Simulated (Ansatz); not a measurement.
# C8H16FNOSiTi: small, medium and large basis sets

One table from this session's results is given with a row withheld; the runs are named, their logs left out.

Computed with Ansatz 0.2.0, Gaussian basis. Level: one geometry, several basis sets.

Levels to be run: PBE0-D4/def2-SVP; ωB97M-V/def2-SVP; PBE0-D4/def2-QZVPP; ωB97M-V/def2-QZVPP; the functionals' def2-TZVPP values are taken from earlier runs.

**Structure used throughout**

An earlier PBE0-D4 in a triple-zeta def2 set relaxation fixed the geometry.

SMILES `C[O][Ti]1234([F])([N](C)C)[C@@H]5[C@H]1[C@H]2[C@@]3([SiH3])[C@@H]54`, 29 atoms, charge 0, spin multiplicity 1.

Atoms are counted from 1 here; the program's logs count them from 0.

Bond lengths: C1–O2 1.400 Å, C1–H14 1.097 Å, C1–H15 1.096 Å, C1–H16 1.095 Å, O2–Ti3 1.816 Å, Ti3–F4 1.792 Å, Ti3–N5 1.888 Å, Ti3–C8 2.428 Å, Ti3–C9 2.392 Å, Ti3–C10 2.369 Å, Ti3–C11 2.388 Å, Ti3–C13 2.420 Å, N5–C6 1.438 Å, N5–C7 1.442 Å, C6–H17 1.101 Å, C6–H18 1.092 Å, C6–H19 1.099 Å, C7–H20 1.100 Å and more. Angles: O2–C1–H14 111.5°, O2–C1–H15 110.8°, O2–C1–H16 109.4°, H14–C1–H15 108.0°, H14–C1–H16 108.8°, H15–C1–H16 108.3°, C1–O2–Ti3 127.2°, O2–Ti3–F4 108.8°, O2–Ti3–N5 100.2°, O2–Ti3–C8 85.3°, O2–Ti3–C9 87.9°, O2–Ti3–C10 120.0°, O2–Ti3–C11 141.6°, O2–Ti3–C13 114.3°, F4–Ti3–N5 100.9°, F4–Ti3–C8 112.6°, F4–Ti3–C9 143.1°, F4–Ti3–C10 127.3° and more.

Set-up of the first run:

File in.yaml:

```yaml
crystal:
  periodic: [false, false, false]
  atoms:
    - {symbol: C, position_ang: [-3.269262, -0.900307, 0.053430]}
    - {symbol: O, position_ang: [-1.939946, -1.325428, 0.168655]}
    - {symbol: Ti, position_ang: [-0.454113, -0.447134, -0.397146]}
    - {symbol: F, position_ang: [-0.683147, 0.032107, -2.108494]}
    - {symbol: N, position_ang: [-0.694947, 1.210432, 0.473625]}
    - {symbol: C, position_ang: [-1.007641, 1.324089, 1.873112]}
    - {symbol: C, position_ang: [-0.183609, 2.433672, -0.092371]}
    - {symbol: C, position_ang: [0.656691, -2.593987, -0.168163]}
    - {symbol: C, position_ang: [0.825567, -1.872442, 1.035356]}
    - {symbol: C, position_ang: [1.597864, -0.732299, 0.751559]}
    - {symbol: C, position_ang: [1.905530, -0.723286, -0.636860]}
    - {symbol: Si, position_ang: [2.933052, 0.542561, -1.524900]}
    - {symbol: C, position_ang: [1.317041, -1.894583, -1.187402]}
    - {symbol: H, position_ang: [-3.372363, 0.165726, 0.291947]}
    - {symbol: H, position_ang: [-3.641720, -1.057311, -0.964989]}
    - {symbol: H, position_ang: [-3.895847, -1.477260, 0.741718]}
    - {symbol: H, position_ang: [-0.116521, 1.556472, 2.477073]}
    - {symbol: H, position_ang: [-1.437954, 0.393448, 2.248694]}
    - {symbol: H, position_ang: [-1.734997, 2.129273, 2.045963]}
    - {symbol: H, position_ang: [0.750639, 2.753841, 0.393074]}
    - {symbol: H, position_ang: [-0.912502, 3.246857, 0.027834]}
    - {symbol: H, position_ang: [0.007934, 2.315317, -1.160683]}
    - {symbol: H, position_ang: [0.064681, -3.488883, -0.287937]}
    - {symbol: H, position_ang: [0.396734, -2.131748, 1.992179]}
    - {symbol: H, position_ang: [1.893273, 0.025834, 1.462732]}
    - {symbol: H, position_ang: [2.279881, 0.982525, -2.784228]}
    - {symbol: H, position_ang: [4.269800, -0.017643, -1.860520]}
    - {symbol: H, position_ang: [3.123146, 1.714192, -0.629309]}
    - {symbol: H, position_ang: [1.322745, -2.164014, -2.233968]}
basis:
  gaussian: {orbitals: def2-SVP}
hamiltonian: {xc: pbe0, dispersion: d4}
output: {orbitals: {seedname: orbitals}}
```

The run is started by

```
> ansatz run in.yaml --threads 11 --pin off --events-out ev --progress --plain --max-ram 110592MiB --backend cuda --devices 0, --max-vram 75GiB
```

Among the steps run: PBE0-D4 in def2-SVP; ωB97M-V in def2-SVP; PBE0-D4 in def2-QZVPP; ωB97M-V in def2-QZVPP.

One of the session's tables, all rows but one given; the rest of the session is left out.

```
functional       basis  HOMO (eV)
   PBE0-D4    def2-SVP      -6.30
   PBE0-D4  def2-TZVPP      -6.35
   PBE0-D4  def2-QZVPP      -6.36
   ωB97M-V    def2-SVP          ?
   ωB97M-V  def2-TZVPP      -8.50
   ωB97M-V  def2-QZVPP      -8.51
```

Q: Estimate the row for ωB97M-V, def2-SVP from the others.

The run gave: HOMO (eV): -8.45. In the column «HOMO (eV)» it lies between ωB97M-V, def2-TZVPP (-8.50) and PBE0-D4, def2-QZVPP (-6.36).
